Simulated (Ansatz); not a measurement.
# CH3Cl3MoO2: vertical ionisation energy

One table from this session's results is given with a row withheld; the runs are named, their logs left out.

Computed with Ansatz 0.2.0, Gaussian basis. Level: unrestricted cation, the program's frozen cores in correlated methods.

Plan: UKS PBE-D4/def2-TZVPP; UKS r2SCAN-D4/def2-TZVPP; UKS PBE0-D4/def2-TZVPP; UKS B3LYP-D4/def2-TZVPP; UKS wB97X-V/def2-TZVPP; UKS wB97M-V/def2-TZVPP; UKS B2PLYP/def2-TZVPP; UHF-CCSD(T)/def2-TZVPP; UHF-MP2/def2-QZVPP; extrapolation to the limit; then −ε(HOMO) from the neutral's earlier runs with LDA (SPW92), PBE-D4, revPBE-D4, BLYP-D4, r2SCAN-D4, B97M-V, PBE0-D4, B3LYP-D4, r2SCANh-D4, r2SCAN0-D4, HSE06-D4, BHLYP-D4, CAM-B3LYP-D4, LC-ωPBE, ωB97X-V, ωB97M-V.

### The geometry

An earlier PBE0-D4 in a triple-zeta def2 set relaxation fixed the geometry. Mo takes the def2 core potential; no spin-orbit term is included.

10 atoms, charge 0, spin multiplicity 1.

Atoms are counted from 1 here; the program's logs count them from 0.

Bond lengths: C1–O2 1.396 Å, C1–H8 1.096 Å, C1–H9 1.096 Å, C1–H10 1.091 Å, O2–Mo3 1.834 Å, Mo3–O4 1.644 Å, Mo3–Cl5 2.290 Å, Mo3–Cl6 2.299 Å, Mo3–Cl7 2.299 Å. Angles: O2–C1–H8 109.3°, O2–C1–H9 109.3°, O2–C1–H10 108.8°, H8–C1–H9 109.2°, H8–C1–H10 110.1°, H9–C1–H10 110.1°, C1–O2–Mo3 136.1°, O2–Mo3–O4 101.4°, O2–Mo3–Cl5 157.8°, O2–Mo3–Cl6 86.2°, O2–Mo3–Cl7 86.2°, O4–Mo3–Cl5 100.9°, O4–Mo3–Cl6 110.6°, O4–Mo3–Cl7 110.6°, Cl5–Mo3–Cl6 86.0°, Cl5–Mo3–Cl7 86.0°, Cl6–Mo3–Cl7 138.7°.

The first run:

in.yaml

```yaml
crystal:
  periodic: [false, false, false]
  atoms:
    - {symbol: C, position_ang: [0.532196, -1.590483, 0.370886]}
    - {symbol: O, position_ang: [-0.415883, -0.722812, -0.174033]}
    - {symbol: Mo, position_ang: [-0.583851, 1.092656, -0.374962]}
    - {symbol: O, position_ang: [-2.037143, 1.201045, -1.135316]}
    - {symbol: Cl, position_ang: [-0.012960, 3.304348, -0.217939]}
    - {symbol: Cl, position_ang: [-0.855230, 1.167374, 1.906959]}
    - {symbol: Cl, position_ang: [1.121818, 0.927993, -1.907909]}
    - {symbol: H, position_ang: [1.486426, -1.458908, -0.152689]}
    - {symbol: H, position_ang: [0.669164, -1.356771, 1.433213]}
    - {symbol: H, position_ang: [0.178663, -2.615542, 0.254690]}
basis:
  gaussian: {orbitals: def2-TZVPP}
total_charge: 1
magnetization: {spin_polarized: true, initial_magnetization: 1}
hamiltonian: {xc: pbe, dispersion: d4}
```

Command:

```sh
> ansatz run in.yaml --threads 2 --pin off --events-out ev --progress --plain --max-ram 31744MiB --backend cuda --devices 0, --max-vram 18GiB
```

Steps of the session up to this table: Cation, UKS PBE-D4/def2-TZVPP; Cation, UKS r2SCAN-D4/def2-TZVPP; Cation, UKS PBE0-D4/def2-TZVPP; Cation, UKS B3LYP-D4/def2-TZVPP; Cation, UKS wB97X-V/def2-TZVPP; Cation, UKS wB97M-V/def2-TZVPP; Cation, UKS B2PLYP (frozen core)/def2-TZVPP; Cation, UHF-CCSD(T)/def2-TZVPP; Cation, UHF-MP2/def2-QZVPP.

One table of the session follows, with a row left open; its other results are not shown here.

It belongs to the step «Ionisation energies side by side». Orbital estimates, from the neutral's runs:

```
  functional  −ε(HOMO) (eV)
 LDA (SPW92)              ?
      PBE-D4           7.24
   revPBE-D4           7.17
     BLYP-D4           7.07
   r2SCAN-D4           7.59
      B97M-V           7.69
     PBE0-D4           8.61
    B3LYP-D4           8.34
  r2SCANh-D4           8.09
  r2SCAN0-D4           8.85
    HSE06-D4           8.21
    BHLYP-D4           9.85
CAM-B3LYP-D4           9.94
     LC-ωPBE          11.33
     ωB97X-V          10.96
     ωB97M-V          10.81
```

Q: Estimate the row for LDA (SPW92) from the others.

The run gave: −ε(HOMO) (eV): 7.40. In the column «−ε(HOMO) (eV)» it lies between PBE-D4 (7.24) and r2SCAN-D4 (7.59).
